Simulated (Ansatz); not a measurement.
# C₂H₇FSi₂: how energies converge with the basis set

The task here is to estimate one member of a computed series from the others.

Program: Ansatz 0.2.0, Gaussian basis. Level of theory: one geometry, several basis sets. These are calculated values, not measurements.

Plan: PBE0-D4/def2-SVP; ωB97M-V/def2-SVP; PBE0-D4/def2-QZVPP; ωB97M-V/def2-QZVPP; the functionals' def2-TZVPP values are taken from earlier runs.

## Structure used throughout

The geometry comes from an earlier relaxation with PBE0-D4 in a triple-zeta def2 set; it is a stationary point, not always the lowest conformer.

SMILES `C=C[SiH2][SiH2]F`, 12 atoms, charge 0, spin multiplicity 1.

Atoms are counted from 1 here; the program's logs count them from 0.

Bond lengths: C1–C2 1.330 Å, C1–H6 1.086 Å, C1–H7 1.086 Å, C2–Si3 1.860 Å, C2–H8 1.089 Å, Si3–Si4 2.347 Å, Si3–H9 1.490 Å, Si3–H10 1.490 Å, Si4–F5 1.610 Å, Si4–H11 1.487 Å, Si4–H12 1.488 Å. Angles: C2–C1–H6 121.8°, C2–C1–H7 122.0°, H6–C1–H7 116.1°, C1–C2–Si3 123.5°, C1–C2–H8 118.3°, Si3–C2–H8 118.3°, C2–Si3–Si4 110.7°, C2–Si3–H9 111.1°, C2–Si3–H10 109.3°, Si4–Si3–H9 108.6°, Si4–Si3–H10 108.1°, H9–Si3–H10 109.0°, Si3–Si4–F5 109.2°, Si3–Si4–H11 111.5°, Si3–Si4–H12 112.3°, F5–Si4–H11 107.5°, F5–Si4–H12 107.5°, H11–Si4–H12 108.7°.

The first run:

The input, in.yaml:

```yaml
crystal:
  periodic: [false, false, false]
  atoms:
    - {symbol: C, position_ang: [-1.792897, 1.334998, 0.708905]}
    - {symbol: C, position_ang: [-0.639707, 1.222506, 0.055298]}
    - {symbol: Si, position_ang: [0.738068, 0.094369, 0.593274]}
    - {symbol: Si, position_ang: [1.054239, -1.629716, -0.967187]}
    - {symbol: F, position_ang: [1.365638, -0.988287, -2.410206]}
    - {symbol: H, position_ang: [-1.989297, 0.783281, 1.623885]}
    - {symbol: H, position_ang: [-2.591259, 1.984673, 0.361272]}
    - {symbol: H, position_ang: [-0.505085, 1.802074, -0.856684]}
    - {symbol: H, position_ang: [2.017369, 0.843838, 0.739712]}
    - {symbol: H, position_ang: [0.385970, -0.524969, 1.902294]}
    - {symbol: H, position_ang: [-0.165983, -2.468645, -1.105839]}
    - {symbol: H, position_ang: [2.199944, -2.509223, -0.610625]}
basis:
  gaussian: {orbitals: def2-SVP}
hamiltonian: {xc: pbe0, dispersion: d4}
output: {orbitals: {seedname: orbitals}}
```

Among the steps run: PBE0-D4 in def2-SVP; ωB97M-V in def2-SVP; PBE0-D4 in def2-QZVPP; ωB97M-V in def2-QZVPP.

One table of the session follows, with a row left open; its other results are not shown here.

It belongs to the step «Density functionals: the series». 

```
functional       basis  HOMO (eV)
   PBE0-D4    def2-SVP      -7.67
   PBE0-D4  def2-TZVPP      -7.70
   PBE0-D4  def2-QZVPP      -7.71
   ωB97M-V    def2-SVP          ?
   ωB97M-V  def2-TZVPP      -9.77
   ωB97M-V  def2-QZVPP      -9.78
```

Estimate the missing values for ωB97M-V, def2-SVP.

The run gave: HOMO (eV): -9.71. In the column «HOMO (eV)» it lies between ωB97M-V, def2-TZVPP (-9.77) and PBE0-D4, def2-QZVPP (-7.71).
